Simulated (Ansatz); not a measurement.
# C3H6O2Si: one species, many methods

One table from this session's results is given with a row withheld; the runs are named, their logs left out.

The runs use Ansatz 0.2.0, Gaussian basis; functionals in def2-TZVPP, the program's frozen cores in correlated methods.

The runs, in order: LDA (SPW92), PBE-D4, revPBE-D4, BLYP-D4, r2SCAN-D4, B97M-V, PBE0-D4, B3LYP-D4, r2SCANh-D4, r2SCAN0-D4, HSE06-D4, BHLYP-D4, CAM-B3LYP-D4, LC-ωPBE, ωB97X-V, ωB97M-V, B2PLYP, PBE-QIDH; CCSD(T)/def2-SVP; CCSD(T)/def2-TZVPP; MP2/def2-QZVPP; extrapolation to the limit; RPA on PBE.

## The relaxed structure

The geometry comes from an earlier relaxation with PBE0-D4 in a triple-zeta def2 set; it is a stationary point, not always the lowest conformer.

SMILES `C=C(O)[SiH2]C=O`, 12 atoms, charge 0, spin multiplicity 1.

Atoms are counted from 1 here; the program's logs count them from 0.

Bond lengths: C1–C2 1.332 Å, C1–H7 1.088 Å, C1–H8 1.081 Å, C2–O3 1.362 Å, C2–Si4 1.875 Å, O3–H9 0.965 Å, Si4–C5 1.928 Å, Si4–H10 1.487 Å, Si4–H11 1.480 Å, C5–O6 1.205 Å, C5–H12 1.117 Å. Angles: C2–C1–H7 122.2°, C2–C1–H8 120.4°, H7–C1–H8 117.3°, C1–C2–O3 124.4°, C1–C2–Si4 122.9°, O3–C2–Si4 112.6°, C2–O3–H9 109.7°, C2–Si4–C5 108.8°, C2–Si4–H10 109.8°, C2–Si4–H11 109.9°, C5–Si4–H10 107.1°, C5–Si4–H11 109.6°, H10–Si4–H11 111.6°, Si4–C5–O6 122.5°, Si4–C5–H12 118.0°, O6–C5–H12 119.5°.

Set-up of the first run:

in.yaml

```yaml
crystal:
  periodic: [false, false, false]
  atoms:
    - {symbol: C, position_ang: [-1.871765, -0.559219, -0.198646]}
    - {symbol: C, position_ang: [-0.551628, -0.707771, -0.096882]}
    - {symbol: O, position_ang: [0.163004, -1.687164, -0.717933]}
    - {symbol: Si, position_ang: [0.531496, 0.454308, 0.899826]}
    - {symbol: C, position_ang: [1.771364, 1.323155, -0.294296]}
    - {symbol: O, position_ang: [2.030276, 2.497051, -0.215777]}
    - {symbol: H, position_ang: [-2.487022, -1.231080, -0.793228]}
    - {symbol: H, position_ang: [-2.373901, 0.246876, 0.318448]}
    - {symbol: H, position_ang: [-0.430538, -2.243051, -1.236993]}
    - {symbol: H, position_ang: [1.338305, -0.323049, 1.877996]}
    - {symbol: H, position_ang: [-0.307144, 1.472459, 1.571908]}
    - {symbol: H, position_ang: [2.264451, 0.702184, -1.080424]}
basis:
  gaussian: {orbitals: def2-TZVPP}
hamiltonian: {xc: lda}
output: {orbitals: {seedname: orbitals}}
```

Steps of the session up to this table: LDA; PBE-D4 (GGA); revPBE-D4 (GGA); BLYP-D4 (GGA); r2SCAN-D4 (meta-GGA); B97M-V (meta-GGA); PBE0-D4 (hybrid); B3LYP-D4 (hybrid); r2SCANh-D4 (hybrid); r2SCAN0-D4 (hybrid); HSE06-D4 (hybrid); BHLYP-D4 (hybrid); CAM-B3LYP-D4 (range-separated); LC-ωPBE (range-separated); ωB97X-V (range-separated); ωB97M-V (range-separated); B2PLYP (double hybrid); PBE-QIDH (double hybrid).

One of the session's tables, all rows but one given; the rest of the session is left out.

It belongs to the step «Orbital energies across the functionals». 

| functional | HOMO (eV) | LUMO (eV) | gap (eV) |
| --- | --- | --- | --- |
| LDA (SPW92) | -5.57 | -2.96 | 2.61 |
| PBE-D4 | ? | ? | ? |
| revPBE-D4 | -5.39 | -2.61 | 2.78 |
| BLYP-D4 | -5.36 | -2.56 | 2.80 |
| r2SCAN-D4 | -5.70 | -2.52 | 3.18 |
| B97M-V | -5.85 | -2.47 | 3.38 |
| PBE0-D4 | -6.84 | -1.56 | 5.28 |
| B3LYP-D4 | -6.64 | -1.81 | 4.82 |
| r2SCANh-D4 | -6.23 | -2.09 | 4.13 |
| r2SCAN0-D4 | -7.02 | -1.47 | 5.55 |
| HSE06-D4 | -6.44 | -1.95 | 4.49 |
| BHLYP-D4 | -8.12 | -0.33 | 7.79 |
| CAM-B3LYP-D4 | -8.22 | -0.33 | 7.89 |
| LC-ωPBE | -9.49 | 0.91 | 10.40 |
| ωB97X-V | -9.18 | 0.81 | 9.98 |
| ωB97M-V | -9.09 | 0.70 | 9.79 |

Q: Estimate the row for PBE-D4 from the others.

**Answer.** HOMO (eV): -5.44; LUMO (eV): -2.71; gap (eV): 2.74. In the column «HOMO (eV)» it lies between LDA (SPW92) (-5.57) and revPBE-D4 (-5.39).
